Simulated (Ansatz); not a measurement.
# Zr3Ag: equation of state

An exercise on one series of results from a longer session: the logs are not shown, and one member is left open.

Program: Ansatz 0.2.0. Level of theory: DFT LDA, scalar-relativistic. These are calculated values, not measurements.

## The starting structure

It takes space group P4/mmm (No. 123, tetragonal). Conventional cell: a = 4.566 Å, b = 4.566 Å, c = 3.986 Å, α = 90.00°, β = 90.00°, γ = 90.00°. Around Zr (site symmetry 4/mmm) lie 8 Zr at 3.03 Å and 4 Ag at 3.23 Å. Around Zr (site symmetry mmm) lie 8 Zr at 3.03 to 3.23 Å and 4 Ag at 3.03 Å. Ag (site symmetry 4/mmm) has 12 Zr at 3.03 to 3.23 Å in its first shell of neighbours.

As a file:

```xyz
4
Lattice="4.5660 0.0000 0.0000 0.0000 4.5660 0.0000 0.0000 0.0000 3.9860" Properties=species:S:1:pos:R:3 pbc="T T T"
Zr    2.2830    2.2830    0.0000
Zr    0.0000    2.2830    1.9930
Zr    2.2830    0.0000    1.9930
Ag    0.0000    0.0000    0.0000
```

Atoms are numbered in the order of the input: Zr1, Zr2, Zr3, Ag4.

Set-up of the first run:

File input.yaml:

```yaml
crystal:
  lattice:
    - [4.4727901724, 0.0, 0.0]
    - [0.0, 4.4727901724, 0.0]
    - [0.0, 0.0, 3.9046302293]
  atoms:
    - { symbol: Zr, position: [0.5, 0.5, 0.0] }
    - { symbol: Zr, position: [0.0, 0.5, 0.5] }
    - { symbol: Zr, position: [0.5, 0.0, 0.5] }
    - { symbol: Ag, position: [0.0, 0.0, 0.0] }
kpoints:
  mp_grid: { grid: [7, 7, 8] }
  band_path:
    path:
      - [0.0, 0.0, 0.0]
      - [0.0, 0.5, 0.0]
      - [0.5, 0.5, 0.0]
      - [0.0, 0.0, 0.0]
      - [0.0, 0.0, 0.5]
      - [0.0, 0.5, 0.5]
      - [0.5, 0.5, 0.5]
      - [0.0, 0.0, 0.5]
      - [0.0, 0.5, 0.0]
    npoints: 5
scf:
  occupations: { method: fermi_dirac, width: 0.05 }
hamiltonian:
  xc: lda
  pseudopotentials: { kind: all_electron, lapw: { basis_error: 0.001 } }
output:
  forces: true
  stress: true
  eigenvalues: true
```

On the command line:

```console
> ansatz run input.yaml --threads 1 --pin off --max-ram 4096MiB --backend cpu --events-out ev --progress --plain --runs-dir out
```

Steps of the session up to this table: Volume × 0.94, LAPW; Volume × 0.94, PAW; Volume × 0.94, crystal datasets; Volume × 0.98, LAPW; Volume × 0.98, PAW; Volume × 0.98, crystal datasets; Volume × 1.01, LAPW; Volume × 1.01, PAW; Volume × 1.01, crystal datasets; Volume × 1.04, LAPW; Volume × 1.04, PAW; Volume × 1.04, crystal datasets.

One of the session's tables, all rows but one given; the rest of the session is left out.

| method | volume (Å³/atom) | pressure (GPa) |
| --- | --- | --- |
| LAPW | 19.529 | 1.69 |
| LAPW | 20.360 | -2.97 |
| LAPW | 20.983 | -5.88 |
| LAPW | 21.606 | -8.36 |
| PAW | 19.529 | 1.68 |
| PAW | 20.360 | -2.98 |
| PAW | 20.983 | -5.89 |
| PAW | 21.606 | ? |
| crystal datasets | 19.529 | 1.69 |
| crystal datasets | 20.360 | -2.97 |
| crystal datasets | 20.983 | -5.88 |
| crystal datasets | 21.606 | -8.36 |

**Question.** Estimate the row for PAW, 21.606.

As computed: pressure (GPa): -8.37. In the column «pressure (GPa)» it is the lowest.

Limits of these values: Shape and positions are held, so a fully relaxed modulus can be lower. Warnings in the runs' records: gradients without spin orbit, crystal datasets made.
